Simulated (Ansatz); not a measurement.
# TiSi16: the cost of one run

Method: DFT LDA, plane waves, PAW, scalar-relativistic, no spin polarisation, in Ansatz 0.2.0.

1 further run of the same task is left out (it didn't finish).

### Step 1. The structure to begin with

The cell holds 17 atoms (Si16Ti): a = 7.679 Å, b = 7.679 Å, c = 7.679 Å, α = 60.00°, β = 60.00°, γ = 60.00°.

Its coordinates follow in the input file.

### Step 2. End point A

input.yaml reads:

```yaml
crystal:
  lattice:
    - [0.0, 5.43, 5.43]
    - [5.43, 0.0, 5.43]
    - [5.43, 5.43, 0.0]
  atoms:
    - { symbol: Si, position: [0.0, 0.0, 0.0] }
    - { symbol: Si, position: [0.125, 0.125, 0.125] }
    - { symbol: Si, position: [0.0, 0.0, 0.5] }
    - { symbol: Si, position: [0.125, 0.125, 0.625] }
    - { symbol: Si, position: [0.0, 0.5, 0.0] }
    - { symbol: Si, position: [0.125, 0.625, 0.125] }
    - { symbol: Si, position: [0.0, 0.5, 0.5] }
    - { symbol: Si, position: [0.125, 0.625, 0.625] }
    - { symbol: Si, position: [0.5, 0.0, 0.0] }
    - { symbol: Si, position: [0.625, 0.125, 0.125] }
    - { symbol: Si, position: [0.5, 0.0, 0.5] }
    - { symbol: Si, position: [0.625, 0.125, 0.625] }
    - { symbol: Si, position: [0.5, 0.5, 0.0] }
    - { symbol: Si, position: [0.625, 0.625, 0.125] }
    - { symbol: Si, position: [0.5, 0.5, 0.5] }
    - { symbol: Si, position: [0.625, 0.625, 0.625] }
    - { symbol: Ti, position: [0.250395, 0.7558197, 0.7465073] }
basis:
  ecutwfc: 420.0
kpoints:
  mp_grid: { grid: [2, 2, 2] }
hamiltonian:
  xc: lda
  pseudopotentials: { kind: paw, azcp: { folder: soft_1 } }
scf:
  occupations: { method: gaussian, width: 0.05 }
  lower_state_search: "off"
relax:
  f_tol: 0.03
  max_steps: 60
  adjacent_minimum: "off"
```

Launch:

```bash
ansatz run input.yaml --threads 1 --pin off --max-ram 3072MiB --backend cpu --events-out ev --progress --plain --runs-dir out
```

Q: Estimate wall time and peak memory on 1 thread of Arm Neoverse V2, shared host.

About 26 s, with a peak of 0.51 GiB.
